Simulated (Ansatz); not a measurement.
Molecular dynamics of Si

Input file:

```yaml
crystal:
  lattice:
    - [0.0, 5.688954, 5.688954]
    - [5.688954, 0.0, 5.688954]
    - [5.688954, 5.688954, 0.0]
  atoms:
    - { symbol: Si, position: [0.0, 0.0, 0.0] }
    - { symbol: Si, position: [0.125, 0.125, 0.125] }
    - { symbol: Si, position: [0.0, 0.0, 0.5] }
    - { symbol: Si, position: [0.125, 0.125, 0.625] }
    - { symbol: Si, position: [0.0, 0.5, 0.0] }
    - { symbol: Si, position: [0.125, 0.625, 0.125] }
    - { symbol: Si, position: [0.0, 0.5, 0.5] }
    - { symbol: Si, position: [0.125, 0.625, 0.625] }
    - { symbol: Si, position: [0.5, 0.0, 0.0] }
    - { symbol: Si, position: [0.625, 0.125, 0.125] }
    - { symbol: Si, position: [0.5, 0.0, 0.5] }
    - { symbol: Si, position: [0.625, 0.125, 0.625] }
    - { symbol: Si, position: [0.5, 0.5, 0.0] }
    - { symbol: Si, position: [0.625, 0.625, 0.125] }
    - { symbol: Si, position: [0.5, 0.5, 0.5] }
    - { symbol: Si, position: [0.625, 0.625, 0.625] }
basis:
  ecutwfc: 420.0
kpoints:
  mp_grid: { grid: [2, 2, 2] }
hamiltonian:
  xc: pbe
  dispersion: d3bj
scf:
  occupations: { method: fermi_dirac, width: 0.3 }
  lower_state_search: "off"
md:
  timestep: 1.5
  n_steps: 100
  ensemble: nvt_langevin
  temperature: 3500.0
  initial_velocities: maxwell_boltzmann
  seed: 607707
  friction: 0.02
```

Command:

```bash
$ ansatz run input.yaml --threads 1 --pin off --max-ram 3072MiB --backend cpu --events-out ev --progress --plain --runs-dir out
```

It starts from a structure without forces on its atoms.

Output, in part (warnings, step lines):

```
WARN: dispersion: an atom stands within reach of a switch of its C6 between two reference coordination numbers of its element: through that C6 alone, e_disp changes by 0.025 eV or more while the distances to its neighbours run over a stretch of 0.05 Å that contains this geometry (sites counted from …
md step     0: t =     0.00 fs  T =  3281.2 K  F+E_penalty+E_count = -10175.26534731 eV  E_kin = 6.786150 eV  (7 SCF iters)
md step     1: t =     1.50 fs  T =  3525.4 K  F+E_penalty+E_count = -10175.22690161 eV  E_kin = 7.291097 eV  (7 SCF iters)
md step     2: t =     3.00 fs  T =  3520.5 K  F+E_penalty+E_count = -10175.10808349 eV  E_kin = 7.280879 eV  (7 SCF iters)
md step     3: t =     4.50 fs  T =  3556.9 K  F+E_penalty+E_count = -10174.90435253 eV  E_kin = 7.356232 eV  (7 SCF iters)
md step     4: t =     6.00 fs  T =  3238.5 K  F+E_penalty+E_count = -10174.62280244 eV  E_kin = 6.697752 eV  (7 SCF iters)
md step     5: t =     7.50 fs  T =  3126.4 K  F+E_penalty+E_count = -10174.27512769 eV  E_kin = 6.465800 eV  (6 SCF iters)
md step     6: t =     9.00 fs  T =  2656.9 K  F+E_penalty+E_count = -10173.88455384 eV  E_kin = 5.494868 eV  (6 SCF iters)
md step     7: t =    10.50 fs  T =  2176.6 K  F+E_penalty+E_count = -10173.49350035 eV  E_kin = 4.501495 eV  (5 SCF iters)
[... lines left out ...]
md step    99: t =   148.50 fs  T =  2605.5 K  F+E_penalty+E_count = -10167.24073801 eV  E_kin = 5.388683 eV  (6 SCF iters)
md step   100: t =   150.00 fs  T =  2653.5 K  F+E_penalty+E_count = -10167.29254865 eV  E_kin = 5.487867 eV  (7 SCF iters)
```

The steps, from the saved trajectory:

```csv
time (fs),T (K),potential energy less start (eV)
0.0,3281,0.000
4.5,3557,0.361
9.0,2657,1.381
13.5,1788,2.558
18.0,2010,3.491
22.5,2038,3.889
27.0,2122,4.157
31.5,2104,4.444
36.0,2049,4.646
40.5,2276,4.883
45.0,2364,4.964
49.5,3031,5.053
54.0,3263,5.201
58.5,3805,5.779
63.0,3373,6.940
67.5,3494,8.079
72.0,2997,8.878
76.5,3576,8.862
81.0,3414,8.182
85.5,3934,7.783
90.0,4211,7.640
94.5,4330,7.740
99.0,3969,8.209
103.5,3074,8.927
108.0,2854,9.015
112.5,3239,8.347
117.0,2987,8.063
121.5,3074,8.296
126.0,2416,8.793
130.5,2441,8.985
135.0,2272,9.091
139.5,2404,8.944
144.0,2337,8.410
148.5,2606,8.025
```

All steps were run. The mean temperature of the second half is 12 % below the set value. A run of 0.15 ps of so small a system gives no equilibrium averages. Limits of this set-up: coarse k mesh.

Mean squared displacements from the first frame to the last, about the centre of mass: Si 0.65 Å².

Last frame:

```xyz
16
Lattice="0.0000 5.6890 5.6890 5.6890 0.0000 5.6890 5.6890 5.6890 0.0000" Properties=species:S:1:pos:R:3
Si 0.301 0.280 0.162
Si 1.101 1.160 2.346
Si 2.734 1.990 0.275
Si 3.920 3.637 1.890
Si 3.386 -0.315 2.828
Si 4.586 1.391 4.346
Si 5.857 2.830 3.136
Si 7.252 3.945 4.628
Si -0.097 3.237 3.231
Si 1.389 4.935 4.205
Si 3.172 6.380 2.600
Si 4.427 5.255 5.123
Si 2.794 2.751 5.423
Si 4.724 3.662 6.726
Si 6.580 5.142 6.605
Si 7.040 7.578 7.104
```

Run time: 11 min on 1 thread of Arm Neoverse V1, on a shared host, peak memory 0.65 GiB.
